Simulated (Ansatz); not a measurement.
A nudged elastic band was laid between two geometries of a periodic cell of 17 atoms, GaSi$_{16}$ (host Si, host structure diamond, interstitial Ga).

Method: DFT LDA, scalar-relativistic, plane waves, PAW in Ansatz. Settings: PAW set soft_1, cutoff 300 eV, k mesh 2x2x2, fermi-dirac smearing 0.02 eV, spin collinear.

* movable images: 3
* climbing image: yes
* spring: 5.0 eV/Å²
* optimiser: quadratic models (default)
* start path: default
* force threshold: 0.05 eV/Å
* iteration limit: 50
* end points: relaxed

Image 0:

```xyz
17
Lattice="0.0000 5.4300 5.4300 5.4300 0.0000 5.4300 5.4300 5.4300 0.0000" Properties=species:S:1:pos:R:3
Si -0.011 -0.020 0.013
Si 1.360 1.352 1.327
Si 2.732 2.724 0.013
Si 4.076 4.066 1.356
Si 2.764 -0.051 2.667
Si 4.105 1.352 4.072
Si 5.420 2.723 2.700
Si 6.791 4.039 4.071
Si -0.044 2.757 2.667
Si 1.361 4.096 4.071
Si 2.733 5.410 2.699
Si 4.047 6.782 4.071
Si 2.764 2.756 5.475
Si 4.075 4.068 6.786
Si 5.387 5.379 5.475
Si 6.791 6.782 6.815
Ga 6.790 6.783 4.070
```

Image 4:

```xyz
17
Lattice="0.0000 5.4300 5.4300 5.4300 0.0000 5.4300 5.4300 5.4300 0.0000" Properties=species:S:1:pos:R:3
Si -0.009 -0.001 -0.003
Si 1.304 1.309 1.308
Si 2.711 2.713 -0.030
Si 4.113 4.117 1.311
Si 2.710 -0.030 2.712
Si 4.113 1.312 4.116
Si 5.455 2.715 2.714
Si 6.770 4.086 4.085
Si -0.035 2.714 2.714
Si 1.306 4.119 4.118
Si 2.711 5.458 2.715
Si 4.083 6.771 4.087
Si 2.711 2.715 5.457
Si 4.083 4.087 6.771
Si 5.428 5.429 5.429
Si 6.771 6.773 6.772
Ga 8.136 8.144 2.712
```

Task: Which bonds break or form, and what moves?

Result: Contacts lost: Si15–Ga17. Contacts made: Si4–Ga17. The atom that moves furthest is Ga17, by 2.35 Å.

Task: What energy profile does the band end with?

Result: The run converged. The highest image is number 2 of 0 to 4, 0.72 eV above the ends, which have the same energy within 2 meV. The order of the stationary point at the top wasn't checked. The plane-wave cutoff is below what these datasets need, so energies and pressures aren't converged. Limits of this set-up: coarse k mesh, PAW files made for another functional.

```tsv
image	path coordinate (Å)	energy (eV)	Si15–Ga17 (Å)	Si4–Ga17 (Å)
0	0.00	0.00	2.43	4.70
1	0.74	0.18	2.58	4.03
2	1.49	0.72	3.18	3.18
3	2.23	0.18	4.03	2.58
4	2.97	0.00	4.70	2.43
```

Task: What is the geometry of the highest image?

Result: 
```xyz
17
Lattice="0.0000 5.4300 5.4300 5.4300 0.0000 5.4300 5.4300 5.4300 0.0000" Properties=species:S:1:pos:R:3
Si -0.200 -0.202 0.198
Si 1.256 1.253 1.244
Si 2.651 2.649 -0.012
Si 3.872 3.870 1.555
Si 2.815 -0.115 2.612
Si 4.183 1.253 4.172
Si 5.439 2.649 2.777
Si 6.850 4.059 4.008
Si -0.113 2.813 2.612
Si 1.256 4.181 4.172
Si 2.651 5.437 2.777
Si 4.061 6.848 4.008
Si 2.815 2.813 5.541
Si 4.271 4.269 6.587
Si 5.629 5.627 5.229
Si 6.850 6.848 6.796
Ga 7.465 7.463 3.392
```

The run took 43 s on 2 threads of Arm Neoverse V2 (shared host), peak memory 0.79 GiB.
